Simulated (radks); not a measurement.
**Pt⁺ in [Kr] 4d10 4f14 5s2 5p5.75 5d9 6p0.25: an all-electron calculation**

Aim: the levels, the sizes of the orbitals and the parts of the energy of the platinum ion Pt+.

The numbers are computed with radks (a radial shooting solver on a logarithmic mesh, Libxc functionals) version 1 (scalar-relativistic Kohn-Sham, exchange-only r2SCAN, spin-polarised, spherical densities, finite nucleus; open shells are filled with parallel spins first), except any that are marked as measured or tabulated.

### 1 The system

- element: platinum (Z = 78)
- charge: +1
- electrons: 77
- configuration: [Kr] 4d10 4f14 5s2 5p5.75 5d9 6p0.25
- nuclear rms radius: 5.427 fm

### 2 The calculation

Input:

```text
Z 78
configuration [Kr] 4d10 4f14 5s2 5p5.75 5d9 6p0.25 6s0 5f0 6d0 7p0
relativity scalar-relativistic
functional r2scan,
spin polarised
nucleus finite rms 5.427 fm
c 137.035999084
```

Command:

```
$ python run_ks.py task.json out
```

This one command runs every case of the session in turn.

Q: Predict the outcome of this run.

As calculated:

```
                        quantity                   value
                    total energy     -18406.1352 hartree
exchange-correlation share of it                  1.90 %
                            −T/E                  1.1150
          highest occupied level        6p up, -6.233 eV
    most extended occupied level  6p up, <r> = 3.85 bohr
 radius at density 0.001 e/bohr³               3.97 bohr
    maxima of the radial density                       4
```

What this shows: 6 principal shells are occupied and 4 maxima appear in the radial density; where shells overlap, one shows as a shoulder or not at all. −T/E is 1.115: with relativity the kinetic term as defined here no longer equals −E. This is not the tabulated ground configuration, so its levels and sizes aren't those of the ground state, and no measured value stands beside it.
